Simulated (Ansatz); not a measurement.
# GeHOSi: the cost of one run

Computed with Ansatz 0.2.0, Gaussian basis. Level: the settings change from run to run.

20 further runs of the same task are left out: 8 that didn't finish, 12 set aside as unsound or not needed. Runs told in other sessions of the task aren't counted.

## 1. The system

The geometry is a PBE0/def2-TZVP stationary point (not a proven minimum) with its atoms shifted at random (size 0.100 Å). No spin-orbit coupling is included. The filled d shell of Ge may be among the frozen orbitals whatever the setting's name suggests.

4 atoms, charge 0, spin multiplicity 2.

Atoms are counted from 1 here; the program's logs count them from 0.

Bond lengths: O1–Ge2 2.105 Å, O1–Si3 1.790 Å, O1–H4 1.027 Å, Ge2–Si3 2.335 Å. Angles: Ge2–O1–Si3 73.1°, Ge2–O1–H4 124.9°, Si3–O1–H4 121.4°, O1–Ge2–Si3 47.2°, O1–Si3–Ge2 59.7°.

## 2. BCCD(T)/cc-pVDZ

File in.yaml:

```yaml
crystal:
  periodic: [false, false, false]
  atoms:
    - {symbol: O, position_ang: [0.216538, -1.137081, 0.913502]}
    - {symbol: Ge, position_ang: [-0.050235, 0.065459, -0.793922]}
    - {symbol: Si, position_ang: [0.021741, 0.546024, 1.489457]}
    - {symbol: H, position_ang: [-0.422641, -1.882748, 1.213220]}
basis:
  gaussian: {orbitals: cc-pVDZ}
magnetization: {spin_polarized: false, initial_magnetization: 1}
hamiltonian: {xc: {name: PBE}}
correlation: {method: bccd_t, electrons: outside_noble_gas}
output: {forces: true}
```

Run with:

```bash
$ ansatz run in.yaml --threads 1 --pin off --events-out ev --progress --plain --max-ram 2393MiB
```

What time and memory should one allow on 1 thread of Arm Neoverse V1, shared host?

About 33 s, with a peak of 0.3 GiB.
